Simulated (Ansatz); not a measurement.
# K4Cl: the cost of one run

Computed with Ansatz 0.2.0 (DFT PBE, scalar-relativistic, plane waves, PAW, unless a step's input says otherwise).

## Step 1: The structure to begin with

The structure is cubic, space group P-43m (No. 215). The conventional cell has a = 6.923 Å, b = 6.923 Å, c = 6.923 Å, α = 90.00°, β = 90.00°, γ = 90.00°. K (site symmetry 3m) has 1 Cl at 3.02 Å as nearest neighbours. Around Cl (site symmetry -43m) lie 4 K at 3.02 Å.

As a file:

```cif
data_structure
_symmetry_space_group_name_H-M 'P-43m'
_symmetry_Int_Tables_number 215
_cell_length_a 6.9233
_cell_length_b 6.9233
_cell_length_c 6.9233
_cell_angle_alpha 90.000
_cell_angle_beta 90.000
_cell_angle_gamma 90.000
_cell_volume 331.85
loop_
_atom_site_label
_atom_site_type_symbol
_atom_site_symmetry_multiplicity
_atom_site_Wyckoff_symbol
_atom_site_fract_x
_atom_site_fract_y
_atom_site_fract_z
_atom_site_occupancy
K1 K 4 e 0.25192 0.25192 0.25192 1
Cl1 Cl 1 a 0.00000 0.00000 0.00000 1
```

It is the end of an earlier relaxation with the same method, from a generated guess; it is a trial structure. At a tolerance of 0.05 Å it has space group P-43m (No. 215); it has 66.37 Å³/atom, an uncorrected energy of -0.68 eV/atom over the elements.

## Step 2: Static run: bands, density of states and charges

Contents of input.yaml:

```yaml
crystal:
  lattice:
    - [6.9233414204, 0.0, 0.0]
    - [0.0, 6.9233414204, 0.0]
    - [0.0, 0.0, 6.9233414204]
  atoms:
    - { symbol: K, position: [0.2519164828, 0.2519164828, 0.2519164828] }
    - { symbol: K, position: [0.7480835172, 0.7480835172, 0.2519164828] }
    - { symbol: K, position: [0.7480835172, 0.2519164828, 0.7480835172] }
    - { symbol: K, position: [0.2519164828, 0.7480835172, 0.7480835172] }
    - { symbol: Cl, position: [0.0, 0.0, 0.0] }
basis:
  ecutwfc: 420
kpoints:
  mp_grid: { grid: [6, 6, 6] }
  band_path:
    path:
      - [[0.0, 0.0, 0.0], [0.0, 0.5, 0.0], [0.5, 0.5, 0.0], [0.0, 0.0, 0.0], [0.5, 0.5, 0.5], [0.0, 0.5, 0.0]]
      - [[0.5, 0.5, 0.5], [0.5, 0.5, 0.0]]
    npoints: 14
hamiltonian:
  xc: pbe
scf:
  occupations: { method: gaussian, width: 0.1 }
  n_extra_bands: 12
output:
  forces: true
  stress: true
  eigenvalues: true
  populations: true
  dos: { projected: true, de: 0.02, nscf_kmesh: { grid: [8, 8, 8] } }
  bader: true
  write_density: true
  write_potential: true
  elf: true
  volumetric_format: npy
```

On the command line:

```
ansatz run input.yaml --threads 1 --pin off --max-ram 2048MiB --backend cpu --events-out ev --progress --plain --runs-dir out
```

**Question.** How long does this run take on 1 thread of Arm Neoverse N1, shared host, and how much memory does it need?

About 3.8 min, with a peak of 0.77 GiB.
